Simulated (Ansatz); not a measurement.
What does this script print? It uses Ansatz 0.2.0 through its Python package.

The script reads `c2h6bclo.xyz`:
```text
11

C    -1.33820    0.63520    0.77770
O    -0.03120    1.03430    0.68100
B     0.52810    0.37640   -0.50890
C     1.32750   -1.03650   -0.35420
Cl    0.57120    1.22830   -2.14440
H    -1.82570    1.19710    1.65170
H    -1.93260    1.03130   -0.12070
H    -1.47690   -0.40040    0.90570
H     1.18210   -1.38160    0.74140
H     2.32500   -0.96740   -0.61200
H     0.73590   -1.77370   -0.99660
```

`run_spin.py`:
```python
# -*- coding: utf-8 -*-
"""Gap between spin states of C2H6BClO at one geometry."""

import warnings

import ansatz as az

warnings.simplefilter("ignore", az.DeckWarning)

geometry = az.Crystal.molecule_from_extxyz("c2h6bclo.xyz")

job = (
    geometry.calculation()
    .basis(gaussian="def2-TZVP")  # the orbital basis, by name
    .functional("b3lyp", dispersion="d4")
)
found = {}
for unpaired in [0, 2]:
    report = job.spin("collinear", total=unpaired).run(threads=1).report
    s = unpaired / 2
    found[unpaired] = report["free_energy_ev"]
    print(f"2S+1 = {unpaired + 1}: E = {found[unpaired]:.5f} eV, <S^2> = {abs(report['mean_field']['state']['spin_squared']):.3f} (pure state {s * (s + 1):.2f})")
lowest = min(found, key=found.get)
for unpaired, e in found.items():
    print(f"multiplicity {unpaired + 1}: {23.060548 * (e - found[lowest]):.1f} kcal/mol above the lowest")
```

Running `python run_spin.py` prints:
```text
2S+1 = 1: E = -17422.54002 eV, <S^2> = 0.000 (pure state 0.00)
2S+1 = 3: E = -17417.61643 eV, <S^2> = 2.006 (pure state 2.00)
multiplicity 1: 0.0 kcal/mol above the lowest
multiplicity 3: 113.5 kcal/mol above the lowest
```

In order: multiplicity 1 (+0.00 eV) and multiplicity 3 (+4.92 eV), all at the one geometry.

Notes:
- Total energies depend on the basis set; only differences at equal settings carry meaning.
- The geometry is a force-field or estimated start, not a minimum of this method, and the basis set is short of its limit. All parts are taken at fixed geometry, without zero-point energy.
- b3lyp holds the VWN-RPA fit, as in Gaussian; the form of ORCA and Turbomole is b3lyp5.
- The whole script took 44 s on 1 thread of Intel(R) Xeon(R) Platinum 8259CL CPU @ 2.50GHz (Skylake/Cascade Lake), on a shared host, peak memory 0.62 GiB.
